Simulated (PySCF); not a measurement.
# C2H6GeI2 (GeI2Me2): the cost of one run

Programs: PySCF 2.14.0, with density-fitted response routines of our own. Each step states its level of theory. These are calculated values for one molecule in the gas phase, unless marked as measured. Atoms are numbered from 0 throughout.

### Step 1. Starting geometry

11 atoms, charge 0, multiplicity 1; geometry from: GFN2-xTB. The atoms were then displaced at random by about 0.03 Å, so the start is not that level's minimum.

Bonds of the start (Å): Ge0–I1 2.52, Ge0–I2 2.43, Ge0–C3 2.05, Ge0–C7 1.93, C3–H4 1.18, C3–H5 1.09, C3–H6 1.05, C7–H8 1.02, C7–H9 1.16, C7–H10 1.09.

### Step 2. Geometry optimisation at PBE0-D3(BJ)/def2-SVP

Job settings and geometry (Å):

```
{"job": {"xc": "PBE0", "basis": "def2-SVP", "d3": "d3bj", "grid": 1, "maxiter": 40, "shake": 0.03, "kind": "geom"}, "charge": 0, "multiplicity": 1}
Ge     0.558430    -0.073740     0.359780
I      0.502290     0.002670     2.875940
I      2.823510    -0.007450    -0.529160
C     -0.265910     1.697150    -0.277440
H     -1.413350     1.691960     0.017560
H     -0.337260     1.767880    -1.358260
H      0.172280     2.549460     0.152480
C     -0.317940    -1.677290    -0.258490
H     -0.433750    -1.702640    -1.269730
H     -1.374990    -1.771160     0.200200
H      0.184760    -2.562350     0.117990
```

Launch:

```console
$ OMP_NUM_THREADS=1 python probes_run.py task.json out
```

The driver reads the jobs from task.json and runs them one after another.

Q: Estimate the wall time and peak memory of this first job on 1 thread of Arm Neoverse V1, shared host.

About 96 s, with a peak of 0.59 GiB.
